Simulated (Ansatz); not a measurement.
# BClFH₃OSi: basis-set convergence

An exercise on one series of results from a longer session: the logs are not shown, and one member is left open.

Program: Ansatz 0.2.0, Gaussian basis. Level of theory: one geometry, several basis sets. These are calculated values, not measurements.

Levels to be run: PBE0-D4/def2-SVP; ωB97M-V/def2-SVP; PBE0-D4/def2-QZVPP; ωB97M-V/def2-QZVPP; the functionals' def2-TZVPP values are taken from earlier runs.

### Structure used throughout

All runs share one geometry, relaxed beforehand with PBE0-D4 in a triple-zeta def2 set.

SMILES `O[SiH2]B(F)Cl`, 8 atoms, charge 0, spin multiplicity 1.

Atoms are counted from 1 here; the program's logs count them from 0.

Bond lengths: O1–Si2 1.647 Å, O1–H6 0.959 Å, Si2–B3 2.032 Å, Si2–H7 1.491 Å, Si2–H8 1.484 Å, B3–F4 1.315 Å, B3–Cl5 1.763 Å. Angles: Si2–O1–H6 116.8°, O1–Si2–B3 110.3°, O1–Si2–H7 111.8°, O1–Si2–H8 107.8°, B3–Si2–H7 107.8°, B3–Si2–H8 111.0°, H7–Si2–H8 108.2°, Si2–B3–F4 123.5°, Si2–B3–Cl5 119.7°, F4–B3–Cl5 116.9°.

The first run:

The input, in.yaml:

```yaml
crystal:
  periodic: [false, false, false]
  atoms:
    - {symbol: O, position_ang: [-0.004651, 0.192782, 1.781769]}
    - {symbol: Si, position_ang: [0.600168, -0.458084, 0.394501]}
    - {symbol: B, position_ang: [-0.507847, 0.133934, -1.202562]}
    - {symbol: F, position_ang: [-0.372373, -0.374598, -2.407319]}
    - {symbol: Cl, position_ang: [-1.702967, 1.415959, -1.008930]}
    - {symbol: H, position_ang: [-0.507672, 1.004344, 1.694854]}
    - {symbol: H, position_ang: [2.009889, -0.036324, 0.153864]}
    - {symbol: H, position_ang: [0.577556, -1.935215, 0.538123]}
basis:
  gaussian: {orbitals: def2-SVP}
hamiltonian: {xc: pbe0, dispersion: d4}
output: {orbitals: {seedname: orbitals}}
```

Command:

```
$ ansatz run in.yaml --threads 2 --pin off --events-out ev --progress --plain --max-ram 4352MiB
```

Steps of the session up to this table: PBE0-D4 in def2-SVP; ωB97M-V in def2-SVP; PBE0-D4 in def2-QZVPP; ωB97M-V in def2-QZVPP.

One of the session's tables, all rows but one given; the rest of the session is left out.

| functional | basis | HOMO (eV) |
| --- | --- | --- |
| PBE0-D4 | def2-SVP | -8.30 |
| PBE0-D4 | def2-TZVPP | -8.44 |
| PBE0-D4 | def2-QZVPP | -8.47 |
| ωB97M-V | def2-SVP | -10.44 |
| ωB97M-V | def2-TZVPP | ? |
| ωB97M-V | def2-QZVPP | -10.64 |

**Question.** Estimate the row for ωB97M-V, def2-TZVPP.

As computed: HOMO (eV): -10.60. In the column «HOMO (eV)» it lies between ωB97M-V, def2-QZVPP (-10.64) and ωB97M-V, def2-SVP (-10.44).
